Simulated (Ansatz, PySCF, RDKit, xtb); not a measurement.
**Si3H5Br: from the formula to a structure**

Given the formula Si3H5Br and nothing else, which arrangement of the atoms is the most stable in the gas at 298.15 K, and what are its properties?

The funnel: GFN2-xTB relaxations, single points with a density functional, relaxations at PBE0-D3(BJ)/def2-SVP, harmonic vibrations, and a last energy at a higher level. All values are calculated.

7 further runs of the same task are left out: 7 set aside as unsound or not needed.

## (1) Candidates

All bonding patterns within simple valence rules are listed by program: one Lewis structure each, at most two rings and one unusual centre or charged pair. O–O, O–halogen and N–halogen bonds and N–N–N chains are not drawn. That gives 14 candidates.

```csv
label,SMILES,spin
c018,[SiH][Si@H]([SiH3])Br,singlet
c070,[SiH][Si@H]([SiH3])Br,triplet
c114,[SiH3][SiH2][Si]Br,triplet
c146,[SiH3][Si][SiH2]Br,triplet
c311,[SiH3][SiH2][Si]Br,singlet
c317,[SiH3]/[SiH]=[SiH]/Br,singlet
c376,[SiH2]=[SiH][SiH2]Br,singlet
c458,[SiH3]/[SiH]=[SiH]\Br,singlet
c583,[SiH][SiH2][SiH2]Br,triplet
c639,Br[SiH]1[SiH2][SiH2]1,singlet
c688,[SiH][SiH2][SiH2]Br,singlet
c852,[SiH2]=[Si]([SiH3])Br,singlet
c935,[SiH3][Si][SiH2]Br,singlet
c982,[SiH2]=[Si@H-]([SiH2+])Br,singlet
```

Candidates are built by distance geometry, with a force field where one applies, in up to four conformers (letters a to d). 6 starts with atoms placed at random are added, to find patterns that the rules miss.

**Question.** With final energies at CCSD(T)/def2-SVP + MP2/def2-TZVPP - MP2/def2-SVP, which structure will this search put lowest in free energy, and by what margin?

| quantity | value |
| --- | --- |
| lowest structure found | Br[SiH]1[SiH2][SiH2]1, singlet, Cs |
| next finalist | [SiH3][SiH2][Si]Br, singlet, 5.2 kcal/mol higher in G |
| share at equilibrium, among the finalists | 100.0 % |
| harmonic wavenumbers, lowest and highest (PBE0-D3(BJ)/def2-SVP) | 52 and 2261 cm⁻¹ |
| rotational constants, same geometry | 0.1334, 0.03223, 0.02903 cm⁻¹ |
| dipole moment (PBE0/def2-TZVPD) | 1.39 D |
| HOMO energy (PBE0/def2-TZVPD) | -6.89 eV |
| LUMO energy (PBE0/def2-TZVPD) | -1.81 eV |
| HOMO–LUMO gap (PBE0/def2-TZVPD) | 5.08 eV |
| lowest excitation (TD-B3LYP/def2-SVPD) | 3.85 eV (f = 0.002) |
| strongest of the states computed, same level | 5.73 eV (f = 0.032) |
| lowest triplet excitation, same level, Tamm-Dancoff | 3.35 eV |
| vertical ionisation energy | 8.62 eV |
| vertical electron affinity | 0.32 eV |
| vertical triplet less singlet | +3.19 eV |

`Br[SiH]1[SiH2][SiH2]1` comes out lowest. The margin of 5.2 kcal/mol over the next finalist is beyond the usual error of the last level; it says nothing of structures that weren't ranked. r2SCAN-D4/def2-SVP, PBE0-D3(BJ)/def2-SVP, HF/def2-SVP and MP2/def2-SVP already put its bonding pattern lowest among the structures in one piece; GFN2-xTB favours the singlet [SiH3][Si][SiH2]Br (c935a, not a finalist); HF/STO-3G favours the singlet [SiH3][SiH2][Si]Br. 5 minima inside the window were never screened. Lowest found is not proven lowest: the search is finite, and each finalist counts with one conformer. Patterns outside the rules of the enumeration were met only by chance.
